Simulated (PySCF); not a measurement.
# RuNH2: relaxation and vibrations of the quartet

Aim: relax RuNH2 as a quartet from a T-shaped (ligand arrangement 1) start, check by its vibrations whether the end is a minimum, and collect its spectrum and constants.

The runs use PySCF 2.14.0; PBE0, basis Ru def2-TZVP with ECP28, N def2-TZVP, H def2-TZVP, scalar-relativistic core potentials, no spin–orbit coupling, density fitting.

## Step 1: The starting structure

4 atoms, charge 0, spin multiplicity 4.

Bond lengths: Ru1–N2 1.740 Å, Ru1–H3 1.570 Å, Ru1–H4 1.570 Å. Angles: N2–Ru1–H3 88.0°, N2–Ru1–H4 176.0°, H3–Ru1–H4 88.0°.

```xyz
4
charge 0 multiplicity 4
Ru    0.0000    0.0000    0.0000
N    -1.7389    0.0000    0.0607
H     0.0000    0.0000    1.5700
H     1.5690    0.0000    0.0548
```

## Step 2: First SCF at the start

One driver script runs all steps and calls PySCF; scf.py shows how it sets up the SCF of each step. The optimiser is the driver's own. After this first run the driver tries any further starts and a stability analysis.

The input, scf.py:

```python
from pyscf import gto, scf, dft
mol = gto.M(atom='''
Ru     0.000000     0.000000     0.000000
N     -1.738900     0.000000     0.060700
H      0.000000     0.000000     1.570000
H      1.569000     0.000000     0.054800''',
    basis={'Ru': 'def2-TZVP', 'N': 'def2-TZVP', 'H': 'def2-TZVP'},
    ecp={'Ru': 'def2-TZVP'},
    charge=0, spin=3)
mf = dft.UKS(mol, xc='PBE0')
mf.grids.atom_grid = (50, 194)
aux = {'Ru': 'def2-universal-JKFIT', 'N': 'def2-universal-JKFIT', 'H': 'def2-universal-JKFIT'}
mf = mf.density_fit(auxbasis=aux)
mf.conv_tol = 1e-08
mf.diis_space = 10
mf.max_cycle = 60
mf.init_guess = 'minao'
mf.verbose = 4
mf.kernel()
```

On the command line:

```sh
> OMP_NUM_THREADS=2 python axn.py task.json out
```

Standard output:

```text
init E= -142.682652071231
[... the frontier-level lines of each cycle are left out ...]
cycle= 1 E= -149.711290910717  delta_E= -7.03  |g|= 1.48  |ddm|= 3.13
cycle= 2 E= -141.911959775526  delta_E=  7.8  |g|= 3.38  |ddm|= 5.18
cycle= 3 E= -150.193991940655  delta_E= -8.28  |g|= 0.895  |ddm|= 5.09
cycle= 4 E= -150.238282877601  delta_E= -0.0443  |g|= 0.86  |ddm|= 0.814
cycle= 5 E= -150.570816070601  delta_E= -0.333  |g|= 0.23  |ddm|= 0.602
cycle= 6 E= -150.588671106724  delta_E= -0.0179  |g|= 0.103  |ddm|= 0.109
cycle= 7 E= -150.591518556911  delta_E= -0.00285  |g|= 0.0605  |ddm|= 0.0413
cycle= 8 E= -150.593068330428  delta_E= -0.00155  |g|= 0.0159  |ddm|= 0.0351
cycle= 9 E= -150.593226467139  delta_E= -0.000158  |g|= 0.00342  |ddm|= 0.0153
cycle= 10 E= -150.593243529871  delta_E= -1.71e-05  |g|= 0.00293  |ddm|= 0.00683
cycle= 11 E= -150.593255249685  delta_E= -1.17e-05  |g|= 0.000836  |ddm|= 0.00501
cycle= 12 E= -150.593260160267  delta_E= -4.91e-06  |g|= 0.000769  |ddm|= 0.00393
cycle= 13 E= -150.593264057376  delta_E= -3.9e-06  |g|= 0.000524  |ddm|= 0.00351
cycle= 14 E= -150.593269071836  delta_E= -5.01e-06  |g|= 0.000316  |ddm|= 0.0064
cycle= 15 E= -150.593271012045  delta_E= -1.94e-06  |g|= 0.000218  |ddm|= 0.00435
cycle= 16 E= -150.593271747952  delta_E= -7.36e-07  |g|= 0.000128  |ddm|= 0.00287
cycle= 17 E= -150.59327198918  delta_E= -2.41e-07  |g|= 9.31e-05  |ddm|= 0.0013
cycle= 18 E= -150.593272101375  delta_E= -1.12e-07  |g|= 4.77e-05  |ddm|= 0.00105
cycle= 19 E= -150.593272132971  delta_E= -3.16e-08  |g|= 2.07e-05  |ddm|= 0.000625
cycle= 20 E= -150.593272137426  delta_E= -4.45e-09  |g|= 1.23e-05  |ddm|= 0.000202
Extra cycle  E= -150.593272137625  delta_E= -2e-10  |g|= 2.34e-05  |ddm|= 3.2e-05
converged SCF energy = -150.593272137625  <S^2> = 3.7728866  2S+1 = 4.011427
```

This step, with its further starts and checks, took 17 s on 2 threads of Arm Neoverse V1, shared host.

The starts that the driver tried:

```
                      start  energy (Eh)
    the minimal-basis guess  -150.593272
a thermally smeared density  -150.593005
      a smeared PBE density  -150.593272
```

This is not the lowest solution: one lies 2.9 kJ/mol lower, at -150.59438 Eh, and the relaxation starts from that.

## Step 3: Relaxing the quartet from the T-shaped (ligand arrangement 1) start

The program finds Cs symmetry in the start, which this walk keeps. Threshold on the gradient: 0.0003 Eh/bohr, with a further test on the energy change.

Edit scf.py of step 2 so:

```diff
@@ -3,4 +3,4 @@
-Ru     0.000000     0.000000     0.000000
-N     -1.738900     0.000000     0.060700
-H      0.000000     0.000000     1.570000
-H      1.569000     0.000000     0.054800''',
+Ru     0.193081     0.000000    -0.021094
+N     -1.545819     0.000000     0.039606
+H      0.193081     0.000000     1.548906
+H      1.762081     0.000000     0.033706''',
@@ -17 +16,0 @@
-mf.init_guess = 'minao'
```

Steps of the walk:

```
step  energy (Eh)  change (kJ/mol)  largest symmetric gradient (Eh/bohr)
   0  -150.594376             0.00                               0.08559
   1  -150.603449           -23.82                               0.05642
   2  -150.610292           -41.79                               0.03396
   3  -150.611928           -46.08                               0.00489
   4  -150.612467           -47.50                               0.00485
   5  -150.614197           -52.04                               0.00738
   6  -150.618305           -62.83                               0.01595
   7  -150.634057          -104.18                               0.03258
   8  -150.640037          -119.88                               0.07281
   9  -150.645241          -133.55                               0.03170
  10  -150.648958          -143.31                               0.01989
  11  -150.649771          -145.44                               0.03468
  12  -150.651818          -150.82                               0.00689
  13  -150.652345          -152.20                               0.00598
  14  -150.653266          -154.62                               0.00483
  15  -150.653366          -154.88                               0.00194
  16  -150.653402          -154.97                               0.00185
  17  -150.653452          -155.11                               0.00180
  18  -150.653518          -155.28                               0.00210
  19  -150.653576          -155.43                               0.00211
  20  -150.653601          -155.50                               0.00082
  21  -150.653609          -155.52                               0.00048
  22  -150.653613          -155.53                               0.00035
  23  -150.653614          -155.53                               0.00012
```

The walk took 45 s.

End point (C2v, 23 steps, 155.5 kJ/mol gained): H–H 0.780 Å, Ru–H 2.118 Å (×2), Ru–N 1.635 Å; H–H–Ru 79.4° (×2), H–Ru–H 21.2°, H–Ru–N 169.2°, H–Ru–N 169.6°.

## Step 4: Is it a minimum? Harmonic modes

The point is checked on the finer grid, and tightened if its gradient asks for it. The Hessian and the dipole derivatives come from central differences of analytic gradients, with steps of 0.02 bohr.

Edit scf.py of step 3 so:

```diff
@@ -3,4 +3,4 @@
-Ru     0.193081     0.000000    -0.021094
-N     -1.545819     0.000000     0.039606
-H      0.193081     0.000000     1.548906
-H      1.762081     0.000000     0.033706''',
+Ru     0.146304     0.000000     0.061005
+N     -1.362713     0.000000    -0.568215
+H      1.917653     0.000000     1.222084
+H      2.217789     0.000000     0.502286''',
@@ -11 +11 @@
-mf.grids.atom_grid = (50, 194)
+mf.grids.atom_grid = (75, 302)
@@ -14 +14 @@
-mf.conv_tol = 1e-08
+mf.conv_tol = 1e-10
```

The driver hands on the density of the step before, so the log starts near convergence.

Log of the central SCF (cycles and frontier levels):

```text
init E= -150.653589537283
[... the frontier-level lines of each cycle are left out ...]
cycle= 1 E= -150.653589537234  delta_E= 4.91e-11  |g|= 1.25e-05  |ddm|= 8.44e-06
cycle= 2 E= -150.653589536234  delta_E= 1e-09  |g|= 5.26e-05  |ddm|= 3.11e-05
cycle= 3 E= -150.653589537298  delta_E= -1.06e-09  |g|= 1.06e-06  |ddm|= 2.53e-05
cycle= 4 E= -150.653589537299  delta_E= -1.68e-12  |g|= 6.64e-07  |ddm|= 1.38e-06
Extra cycle  E= -150.653589537301  delta_E= -2.16e-12  |g|= 6.55e-07  |ddm|= 1.55e-06
converged SCF energy = -150.653589537301  <S^2> = 3.7736112  2S+1 = 4.0117883
```

The whole step took 43 s.

Geometry: C2v; H–H 0.780 Å, Ru–H 2.118 Å (×2), Ru–N 1.635 Å; H–H–Ru 79.4° (×2), H–Ru–H 21.2°, H–Ru–N 169.4° (×2).

Modes, for the most abundant isotopes:

```
symmetry  ω (cm⁻¹)  IR (km/mol)
      b1      120i          5.8
      b2       205          2.6
      a1       496          3.7
      b2      1002         23.2
      a1      1027         99.2
      a1      3828          146
```

With 1 mode imaginary (up to 120i cm⁻¹) this point is a saddle.

Properties at this point:

```yaml
Dipole_moment: 3.71 D
Highest_occupied_level: -5.57 eV
Lowest_empty_level: -2.86 eV
Rotational_constants: 55, 0.3902, 0.3875 cm⁻¹
Zero-point_energy_real_modes: 39.2 kJ/mol
Principal_polarisabilities: 44.5, 55.5, 64.8 bohr³
Atomisation_energy_without_zero-point_energy: 823 kJ/mol
Principal_traceless_quadrupole_moments_about_the_centre_of_mass: -1.15, 0.01, 1.14 D Å
Spin_squared_⟨S²⟩: 3.774
```

Populations by atom (charges in e):

```csv
atom,Mulliken,Löwdin,polar tensor,spin (Mulliken),Mayer order to Ru1
Ru1,0.38,0.11,0.37,2.43,–
N2,-0.49,-0.26,-0.54,0.53,2.66
"H3,4",0.05,0.07,0.08,0.02,0.16
```

Mulliken populations on Ru1 (outside its core potential): s 2.71, p 6.13, d 6.76, f 0.01.

## Step 5: Downhill along the imaginary mode

The atoms are moved a little along the softest imaginary mode and relaxed again.

The program finds Cs symmetry in the start, which this walk keeps. The walk stops when the largest gradient is under 0.0003 Eh/bohr and the energy has settled too.

Edit scf.py of step 4 so:

```diff
@@ -3,4 +3,4 @@
-Ru     0.146304     0.000000     0.061005
-N     -1.362713     0.000000    -0.568215
-H      1.917653     0.000000     1.222084
-H      2.217789     0.000000     0.502286''',
+Ru     0.146349     0.011241     0.061024
+N     -1.362668    -0.045820    -0.568197
+H      1.917698    -0.250000     1.222103
+H      2.217835    -0.250000     0.502305''',
@@ -11 +11 @@
-mf.grids.atom_grid = (75, 302)
+mf.grids.atom_grid = (50, 194)
@@ -14 +14 @@
-mf.conv_tol = 1e-10
+mf.conv_tol = 1e-08
```

Steps of the walk:

```
step  energy (Eh)  change (kJ/mol)  largest symmetric gradient (Eh/bohr)
   0  -150.653733             0.00                               0.00209
   1  -150.653763            -0.08                               0.00110
   2  -150.653889            -0.41                               0.00342
   3  -150.654053            -0.84                               0.00296
   4  -150.654119            -1.01                               0.01047
   5  -150.654206            -1.24                               0.00326
   6  -150.654257            -1.38                               0.00356
   7  -150.654405            -1.76                               0.00790
   8  -150.654513            -2.05                               0.00102
   9  -150.654529            -2.09                               0.00040
  10  -150.654530            -2.09                               0.00009
```

The walk took 23 s.

Geometry (Å) and forces (eV/Å) at some steps:

```
step 0
Ru   0.146   0.011   0.061  -0.051   0.029  -0.020
N   -1.363  -0.046  -0.568   0.107  -0.018   0.045
H    1.918  -0.250   1.222  -0.016  -0.005  -0.044
H    2.218  -0.250   0.502  -0.040  -0.006   0.019
step 1
Ru   0.147   0.020   0.061   0.056   0.039   0.025
N   -1.359  -0.051  -0.566  -0.007  -0.024  -0.003
H    1.915  -0.252   1.220  -0.029  -0.007  -0.003
H    2.215  -0.252   0.502  -0.020  -0.008  -0.019
step 5
Ru   0.172   0.159   0.072  -0.072  -0.024  -0.027
N   -1.312  -0.134  -0.547   0.168   0.015   0.069
H    1.879  -0.280   1.207  -0.066   0.005   0.021
H    2.180  -0.280   0.486  -0.030   0.004  -0.062
step 10
Ru   0.219   0.233   0.091  -0.004  -0.001  -0.006
N   -1.236  -0.185  -0.515   0.002  -0.001   0.005
H    1.815  -0.292   1.186   0.001   0.002  -0.001
H    2.120  -0.292   0.455   0.000   0.000   0.002
```

It settles in Cs symmetry, 2.1 kJ/mol below the start, after 10 steps: H–H 0.793 Å, Ru–H 2.006 Å (×2), Ru–N 1.631 Å; H–H–Ru 78.6° (×2), H–Ru–H 22.8°, H–Ru–N 147.8° (×2).

## Step 6: Frequencies

The same treatment as at the point before.

Edit scf.py of step 5 so:

```diff
@@ -3,4 +3,4 @@
-Ru     0.146349     0.011241     0.061024
-N     -1.362668    -0.045820    -0.568197
-H      1.917698    -0.250000     1.222103
-H      2.217835    -0.250000     0.502305''',
+Ru     0.142824     0.058317     0.059554
+N     -1.312186    -0.359370    -0.547147
+H      1.739161    -0.466287     1.154663
+H      2.044274    -0.466287     0.422930''',
@@ -11 +11 @@
-mf.grids.atom_grid = (50, 194)
+mf.grids.atom_grid = (75, 302)
@@ -14 +14 @@
-mf.conv_tol = 1e-08
+mf.conv_tol = 1e-10
```

Log of the central SCF (cycles and frontier levels):

```text
init E= -150.654527314084
[... the frontier-level lines of each cycle are left out ...]
cycle= 1 E= -150.654527314198  delta_E= -1.14e-10  |g|= 3.57e-06  |ddm|= 1.49e-05
cycle= 2 E= -150.654527314317  delta_E= -1.18e-10  |g|= 4.2e-06  |ddm|= 1.52e-05
cycle= 3 E= -150.654527314337  delta_E= -2.1e-11  |g|= 3.63e-06  |ddm|= 2.57e-06
Extra cycle  E= -150.654527314462  delta_E= -1.25e-10  |g|= 4.04e-06  |ddm|= 1.55e-05
converged SCF energy = -150.654527314462  <S^2> = 3.7691047  2S+1 = 4.009541
```

The whole step took 56 s on 2 threads of Arm Neoverse V1, shared host.

Geometry: Cs; H–H 0.793 Å, Ru–H 2.006 Å (×2), Ru–N 1.631 Å; H–H–Ru 78.6° (×2), H–Ru–H 22.8°, H–Ru–N 147.8° (×2).

Harmonic modes (main isotopes):

```csv
symmetry,ω (cm⁻¹),IR (km/mol)
a',184,7.0
a'',488,0.3
a',608,17.3
a',1034,115
a'',1114,27.4
a',3631,177
```

No imaginary mode, so this is a minimum.

Constants and moments:

- Dipole moment: 3.69 D
- Highest occupied level: -5.61 eV
- Lowest empty level: -2.89 eV
- Rotational constants: 8.847, 0.4159, 0.4033 cm⁻¹
- Zero-point energy: 42.2 kJ/mol
- Principal polarisabilities: 43.9, 47.3, 63.7 bohr³
- Atomisation energy without zero-point energy: 825 kJ/mol
- Principal traceless quadrupole moments about the centre of mass: -1.68, -1.17, 2.85 D Å
- Entropy at 298.15 K and 1 bar (electronic part: spin only): 276.8 J/(mol K)
- Heat capacity Cp at 298.15 K: 53.2 J/(mol K)
- Enthalpy at 298.15 K above 0 K: 12.62 kJ/mol
- Rotational symmetry number: 1
- Spin squared ⟨S²⟩: 3.769

Populations by atom (charges in e):

```
atom  Mulliken  Löwdin  polar tensor  spin (Mulliken)  Mayer order to Ru1
 Ru1      0.42    0.10          0.35             2.33                   –
  N2     -0.52   -0.27         -0.54             0.63                2.65
H3,4      0.05    0.09          0.09             0.02                0.21
```

Mulliken populations on Ru1 (outside its core potential): s 2.63, p 6.21, d 6.72, f 0.01.

## Step 7: All stationary points

| spin | group | bonds | imaginary modes (cm⁻¹) | ΔE (kJ/mol) | with zero-point energy |
| --- | --- | --- | --- | --- | --- |
| quartet | Cs | H–H 0.793 Å, Ru–H 2.006 Å (×2), Ru–N 1.631 Å | none | 0.0 | 0.0 |
| quartet | C2v | H–H 0.780 Å, Ru–H 2.118 Å (×2), Ru–N 1.635 Å | 120i | 2.5 | – |

## Step 8: What came out

| quantity | value |
| --- | --- |
| minimum | quartet, Cs |
| geometry | H–H 0.793 Å, Ru–H 2.006 Å (×2), Ru–N 1.631 Å; H–H–Ru 78.6° (×2), H–Ru–H 22.8°, H–Ru–N 147.8° (×2) |
| wavenumbers (cm⁻¹) | 184 (a'), 488 (a''), 608 (a'), 1034 (a'), 1114 (a''), 3631 (a') |
| dipole moment | 3.69 D |
| highest occupied, lowest empty level (either spin) | -5.61, -2.89 eV |
| polar-tensor charge of Ru1 | +0.35 e |
| zero-point energy | 42.2 kJ/mol |
| entropy at 298.15 K | 276.8 J/(mol K) |
| atomisation energy (no zero-point energy) | 825 kJ/mol |
| ⟨S²⟩ | 3.769 |

What this shows: The T-shaped (ligand arrangement 1) start (Cs) ends in a minimum of Cs symmetry, after a stop at a saddle point 2.5 kJ/mol higher, from which it was pushed off along an imaginary mode. The strongest infrared band lies at 3631 cm⁻¹ (a'). Most of the spin sits on Ru1 (Mulliken spin 2.33, against 3 for the whole molecule). The first SCF alone would have been 3 kJ/mol too high. Other starts or spin states, not run here, may lie lower. One determinant may miss the lowest occupation of an open d or f shell.

The search up to here took 3.1 min.
